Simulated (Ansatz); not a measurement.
# B2PbO (triplet): energies up the ladder

Aim: energies up the ladder, for B2PbO (triplet), with the cost of each level. Spin multiplicity 3.

Method: the levels named in each step, in Ansatz 0.2.0.

## 1. Starting point

Bond lengths: O1–B2 1.238 Å, B2–B3 1.556 Å, B3–Pb4 2.131 Å. Angles: O1–B2–B3 180.0°, B2–B3–Pb4 180.0°.

As a file:

```xyz
4

O     0.0000    0.0000   -2.2391
B     0.0000    0.0000   -1.0010
B     0.0000    0.0000    0.5548
Pb    0.0000    0.0000    2.6853
```

## 2. A rough first relaxation, PBE-D4/def2-SVPD

The input, input.yaml:

```yaml
crystal:
  periodic: [false, false, false]
  atoms:
    - { symbol: O, position_ang: [0.0, 0.0, -2.23912] }
    - { symbol: B, position_ang: [0.0, 0.0, -1.00105] }
    - { symbol: B, position_ang: [0.0, 0.0, 0.55483] }
    - { symbol: Pb, position_ang: [0.0, 0.0, 2.68534] }
magnetization:
  spin_polarized: true
  initial_magnetization: 2
basis:
  gaussian: { orbitals: def2-SVPD }
hamiltonian:
  xc: pbe
  dispersion: d4
relax:
  f_tol: 0.03
  max_steps: 200
```

Command:

```console
ansatz run input.yaml --threads 4 --pin off --max-ram 10240MiB --backend cpu --events-out ev --progress --plain --runs-dir out
```

The runs that follow: Relaxation, PBE0-D4/def2-TZVPPD; Frequencies, PBE0-D4/def2-TZVPPD; Single point, PBE-D4/def2-TZVPPD; Single point, r2SCAN-D4/def2-TZVPPD; Single point, B3LYP-D4/def2-TZVPPD; Single point, wB97M-V/def2-TZVPPD; Single point, B2PLYP/def2-TZVPPD; Single point, LDA/def2-TZVPPD; Single point, PBE0-D4/def2-SVPD; Single point, PBE-D4/def2-SVPD.

Q: Predict the outcome of this session. Wanted: O1–B2 at PBE0-D4/def2-TZVPPD; B2–B3 at PBE0-D4/def2-TZVPPD; B3–Pb4 at PBE0-D4/def2-TZVPPD; frequencies at PBE0-D4/def2-TZVPPD; energy at PBE-D4/def2-SVPD.

As calculated:

| quantity | value |
| --- | --- |
| O1–B2 at PBE0-D4/def2-TZVPPD | 1.208 Å |
| B2–B3 at PBE0-D4/def2-TZVPPD | 1.637 Å |
| B3–Pb4 at PBE0-D4/def2-TZVPPD | 2.191 Å |
| frequencies at PBE0-D4/def2-TZVPPD | 99 to 1979 cm⁻¹ |
| energy at PBE-D4/def2-SVPD | -8641.285 eV |

In words: No mode is imaginary, so the geometry is a minimum. These totals serve in differences with atoms or fragments at the same level; alone they don't rank the methods. Heavy atoms carry effective core potentials in def2 sets, and spin-orbit coupling is left out.
